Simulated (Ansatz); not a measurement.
# C3HF5: the cost of one run

Program: Ansatz 0.2.0. Level of theory: the levels named in each step. These are calculated values, not measurements.

### 1 Starting point

Bond lengths: F1–C2 1.322 Å, C2–C3 1.328 Å, C3–F4 1.336 Å, C3–C5 1.513 Å, C5–F6 1.339 Å, C5–F7 1.335 Å, C5–F8 1.335 Å, C2–H9 1.081 Å. Angles: F1–C2–C3 122.7°, F1–C2–H9 114.0°, C3–C2–H9 123.3°, C2–C3–F4 123.6°, C2–C3–C5 123.0°, F4–C3–C5 113.4°, C3–C5–F6 111.0°, C3–C5–F7 112.1°, C3–C5–F8 112.1°, F6–C5–F7 107.1°, F6–C5–F8 107.1°, F7–C5–F8 107.2°.

Structure file:

```xyz
9

F     2.7862   -0.0059    0.2406
C     1.5493   -0.4720    0.2396
C     0.4949    0.2913   -0.0233
F     0.5784    1.5937   -0.3109
C    -0.9231   -0.2350   -0.0261
F    -0.9496   -1.5413    0.2675
F    -1.5112   -0.0879   -1.2154
F    -1.6908    0.3851    0.8727
H     1.4770   -1.5249    0.4715
```

### 2 A rough first relaxation, PBE-D4/def2-SVP

This run stands in another session on the same molecule. It ended at:

```xyz
9

F     2.7944    0.0152    0.2363
C     1.5573   -0.4770    0.2418
C     0.4829    0.2886   -0.0238
F     0.5721    1.5915   -0.3109
C    -0.9281   -0.2414   -0.0252
F    -0.9456   -1.5606    0.2722
F    -1.5086   -0.0720   -1.2327
F    -1.6905    0.4070    0.8816
H     1.4771   -1.5484    0.4768
```

### 3 Relaxation, r2SCAN-D4/def2-TZVPP

Contents of input.yaml:

```yaml
crystal:
  periodic: [false, false, false]
  atoms:
    - { symbol: F, position_ang: [2.79442091, 0.01515302, 0.23629116] }
    - { symbol: C, position_ang: [1.55726005, -0.47696343, 0.24175655] }
    - { symbol: C, position_ang: [0.48287358, 0.28862246, -0.02375963] }
    - { symbol: F, position_ang: [0.57209311, 1.59147357, -0.31088749] }
    - { symbol: C, position_ang: [-0.92814726, -0.24135281, -0.02515946] }
    - { symbol: F, position_ang: [-0.94555132, -1.56057009, 0.27215959] }
    - { symbol: F, position_ang: [-1.5085852, -0.07198505, -1.23271055] }
    - { symbol: F, position_ang: [-1.69048803, 0.40695519, 0.88162348] }
    - { symbol: H, position_ang: [1.47713416, -1.54835287, 0.47679636] }
basis:
  gaussian: { orbitals: def2-TZVPP }
hamiltonian:
  xc: r2scan
  dispersion: d4
relax:
  f_tol: 0.002
  max_steps: 150
```

The run is started by

```bash
$ ansatz run input.yaml --threads 4 --pin off --max-ram 10240MiB --backend cpu --events-out ev --progress --plain --runs-dir out
```

**Question.** How long does this run take on 4 threads of Arm Neoverse V1, shared host, and how much memory does it need?

About 44 s, with a peak of 0.38 GiB.
